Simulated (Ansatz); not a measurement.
# GeH₆OSi: small, medium and large basis sets

How large a basis does GeH₆OSi need? Two functionals are run in growing sets.

Computed with Ansatz 0.2.0, Gaussian basis. Level: one geometry, several basis sets.

Levels to be run: PBE0-D4/def2-SVP; ωB97M-V/def2-SVP; PBE0-D4/def2-QZVPP; ωB97M-V/def2-QZVPP; the functionals' def2-TZVPP values are taken from earlier runs.

## 1. The geometry

All runs share one geometry, relaxed beforehand with PBE0-D4 in a triple-zeta def2 set.

SMILES `[OH][GeH2][SiH3]`, 9 atoms, charge 0, spin multiplicity 1.

Atoms are counted from 1 here; the program's logs count them from 0.

Bond lengths: O1–Ge2 1.791 Å, O1–H4 0.960 Å, Ge2–Si3 2.389 Å, Ge2–H5 1.546 Å, Ge2–H6 1.536 Å, Si3–H7 1.488 Å, Si3–H8 1.488 Å, Si3–H9 1.486 Å. Angles: Ge2–O1–H4 112.4°, O1–Ge2–Si3 109.9°, O1–Ge2–H5 109.2°, O1–Ge2–H6 103.6°, Si3–Ge2–H5 111.3°, Si3–Ge2–H6 112.9°, H5–Ge2–H6 109.6°, Ge2–Si3–H7 110.2°, Ge2–Si3–H8 109.3°, Ge2–Si3–H9 110.4°, H7–Si3–H8 108.8°, H7–Si3–H9 109.3°, H8–Si3–H9 108.9°.

As a file:

```xyz
9

O    -1.66543    1.00317   -0.85475
Ge    0.08627    0.89957   -0.49553
Si    0.52584   -1.01070    0.87042
H    -1.97341    0.26794   -1.38903
H     0.87369    0.83208   -1.82444
H     0.38808    2.22669    0.21591
H     1.98602   -1.13281    1.12837
H     0.06015   -2.23618    0.16628
H    -0.19282   -0.89606    2.16578
```

## 2. PBE0-D4 in def2-SVP

in.yaml reads:

```yaml
crystal:
  periodic: [false, false, false]
  atoms:
    - {symbol: O, position_ang: [-1.665434, 1.003167, -0.854751]}
    - {symbol: Ge, position_ang: [0.086273, 0.899570, -0.495532]}
    - {symbol: Si, position_ang: [0.525844, -1.010703, 0.870416]}
    - {symbol: H, position_ang: [-1.973406, 0.267943, -1.389034]}
    - {symbol: H, position_ang: [0.873694, 0.832084, -1.824442]}
    - {symbol: H, position_ang: [0.388079, 2.226689, 0.215912]}
    - {symbol: H, position_ang: [1.986018, -1.132807, 1.128372]}
    - {symbol: H, position_ang: [0.060148, -2.236181, 0.166284]}
    - {symbol: H, position_ang: [-0.192817, -0.896060, 2.165775]}
basis:
  gaussian: {orbitals: def2-SVP}
hamiltonian: {xc: pbe0, dispersion: d4}
output: {orbitals: {seedname: orbitals}}
```

After this run come: ωB97M-V in def2-SVP; PBE0-D4 in def2-QZVPP; ωB97M-V in def2-QZVPP.

Before running them: what should the planned runs give, taken together? Wanted: PBE0-D4: double and triple zeta above quadruple; ωB97M-V: double and triple zeta above quadruple.

The runs gave:

| quantity | value |
| --- | --- |
| PBE0-D4: double and triple zeta above quadruple | 14.25, 1.63 eV |
| ωB97M-V: double and triple zeta above quadruple | 14.31, 1.58 eV |

In words: PBE0-D4 gains 12.63 eV from double to triple zeta, then 1.63 eV more. These are total energies; as a rule much of such shifts cancels in differences, which this series doesn't test. The LUMO of ωB97M-V is positive and keeps falling with the basis (1.74 to 1.06 eV): an unbound level that the basis holds in place.
